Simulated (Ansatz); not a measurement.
Working through a rigid torsion scan of C4H5Si (charge -1), SMILES C=CC#C[SiH2-]

With Ansatz 0.2.0 through its Python package.

Interactive session:
```pycon
>>> import ansatz as az
>>> from ase import Atoms
>>> atoms = Atoms(["C", "C", "C", "C", "Si", "H", "H", "H", "H", "H"], positions=[
...     (-2.3086, 0.5918, -0.3109),
...     (-1.5045, -0.4064, 0.0687),
...     (-0.0921, -0.289, -0.0024),
...     (1.103, -0.1929, -0.0609),
...     (2.9574, -0.0398, -0.1552),
...     (-1.9137, 1.5303, -0.6874),
...     (-3.3866, 0.4872, -0.2497),
...     (-1.9225, -1.3356, 0.4436),
...     (3.6129, -1.3348, 0.1607),
...     (3.4547, 0.9893, 0.7935),
... ])
>>> # relax first, so that the scan starts from a minimum
>>> first = (
...     az.Crystal.molecule_from_ase(atoms).calculation()
...     .basis(gaussian="def2-SVP")
...     .functional("cam_b3lyp")
...     .charge(-1)
...     .relax(force_tolerance=0.02, max_steps=80)
... )
>>> atoms.positions = first.run().report["positions_ang"]
>>> start = atoms.get_dihedral(2, 1, 0, 5)
>>> energies = {}
>>> for turn in range(0, 360, 40):
...     turned = atoms.copy()
...     turned.set_dihedral(2, 1, 0, 5, start + turn, indices=[0, 5, 6])
...     base = (
...         az.Crystal.molecule_from_ase(turned).calculation()
...         .basis(gaussian="def2-SVP")
...         .functional("cam_b3lyp")
...         .charge(-1)
...     )
...     energies[round((start + turn) % 360)] = base.run().report["free_energy_ev"]
...
>>> floor = min(energies.values())
>>> print("dihedral C2-C1-C0-H5 (deg)   E - E(min) (eV)")
dihedral C2-C1-C0-H5 (deg)   E - E(min) (eV)
>>> for angle, e in sorted(energies.items()):
...     print(f"{angle:8d} {(e - floor):14.3f}  " + "#" * int(30 * (e - floor) / max(max(energies.values()) - floor, 1e-9)))
...
       0          0.000
      40          0.788  ########
      80          2.918  ##############################
     120          1.710  #################
     160          0.197  ##
     200          0.202  ##
     240          1.720  #################
     280          2.909  #############################
     320          0.780  ########
```

The lowest point is at 0° and the highest at 80°, 2.918 eV (281.5 kJ/mol) above it, with the rest of the molecule held.

Notes:
- The scan is rigid and the energies are electronic, in a modest basis. With rigid groups the curve can differ much from the relaxed path, the start wasn't checked as a minimum of this torsion, and equivalent turns needn't return to the same energy.
- Anions want diffuse functions, which this basis lacks.
- Finished in 90 s on 1 thread of Arm Neoverse V1 (shared host), peak memory 0.31 GiB.
